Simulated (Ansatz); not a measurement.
# LaCoSi3: the cost of one run

All numbers below are computed with Ansatz 0.2.0 (DFT r²SCAN, scalar-relativistic, plane waves, PAW).

### 1 Starting point

The cell holds 19 atoms (Co4La4Si11): a = 5.894 Å, b = 5.894 Å, c = 9.642 Å, α = 90.00°, β = 90.00°, γ = 90.00°.

As a file:

```xyz
19
Lattice="4.1675 -4.1675 0.0000 -4.1675 -4.1675 0.0000 0.0000 0.0000 -9.6420" Properties=species:S:1:pos:R:3 pbc="T T T"
Co   -2.0837   -2.0837   -8.0793
Co    0.0000   -4.1675   -3.2583
Co   -2.0837   -6.2512   -8.0793
Co   -4.1712   -4.1583   -3.2856
La   -2.0837   -2.0837   -4.7743
La    0.0000   -4.1675   -9.5953
La   -2.0837   -6.2512   -4.7743
La   -4.1675   -4.1675   -9.5953
Si    2.0837   -2.0837   -0.7189
Si    0.0000   -4.1675   -5.5399
Si   -2.0837   -2.0837   -0.7189
Si    0.0000   -2.0837   -2.3014
Si    2.0906   -4.1646   -7.1103
Si    0.0000   -6.2512   -2.3014
Si   -2.0729   -4.1690   -7.1463
Si    2.0837   -4.1675   -2.3014
Si   -0.0256   -2.1174   -7.0881
Si   -2.0837   -4.1675   -2.3014
Si   -0.0673   -6.2210   -7.1309
```

The host was relaxed before at r²SCAN: a = 4.167 Å, b = 4.167 Å, c = 9.642 Å, α = 90.00°, β = 90.00°, γ = 90.00° (conventional cell), 16.746 Å³/atom.

Places, in fractions of the supercell: a vacancy on Si at (0.000, 0.000, 0.575). Its neighbours start displaced at random, with a spread of 0.03 Å in each coordinate.

### 2 The perfect crystal in the supercell of 20 atoms

File input.yaml:

```yaml
crystal:
  lattice:
    - [4.1674988007, -4.1674988007, 0.0]
    - [-4.1674988007, -4.1674988007, 0.0]
    - [0.0, 0.0, -9.6420207859]
  atoms:
    - { symbol: Co, position: [0.0, 0.5, 0.8379236676] }
    - { symbol: Co, position: [0.5, 0.5, 0.3379236676] }
    - { symbol: Co, position: [0.5, 1.0, 0.8379236676] }
    - { symbol: Co, position: [0.0, 1.0, 0.3379236676] }
    - { symbol: La, position: [0.0, 0.5, 0.49515654] }
    - { symbol: La, position: [0.5, 0.5, 0.99515654] }
    - { symbol: La, position: [0.5, 1.0, 0.49515654] }
    - { symbol: La, position: [0.0, 1.0, 0.99515654] }
    - { symbol: Si, position: [0.0, 0.0, 0.5745564158] }
    - { symbol: Si, position: [0.5, 0.0, 0.0745564158] }
    - { symbol: Si, position: [0.5, 0.5, 0.5745564158] }
    - { symbol: Si, position: [0.0, 0.5, 0.0745564158] }
    - { symbol: Si, position: [0.25, 0.25, 0.2386821933] }
    - { symbol: Si, position: [0.75, 0.25, 0.7386821933] }
    - { symbol: Si, position: [0.75, 0.75, 0.2386821933] }
    - { symbol: Si, position: [0.25, 0.75, 0.7386821933] }
    - { symbol: Si, position: [0.75, 0.25, 0.2386821933] }
    - { symbol: Si, position: [0.25, 0.25, 0.7386821933] }
    - { symbol: Si, position: [0.25, 0.75, 0.2386821933] }
    - { symbol: Si, position: [0.75, 0.75, 0.7386821933] }
basis:
  ecutwfc: 500
  xc_grid: 3
kpoints:
  mp_grid: { grid: [4, 4, 2], shift: [0.5, 0.5, 0.5] }
hamiltonian:
  xc: r2scan
scf:
  occupations: { method: gaussian, width: 0.05 }
output:
  forces: true
  stress: true
  eigenvalues: true
```

Started as:

```sh
ansatz run input.yaml --threads 8 --pin off --max-ram 14336MiB --backend cpu --events-out ev --progress --plain --runs-dir out
```

**Question.** How long does this run take on 8 threads of Arm Neoverse V1, shared host, and how much memory does it need?

About 5.8 s, with a peak of 1.2 GiB.
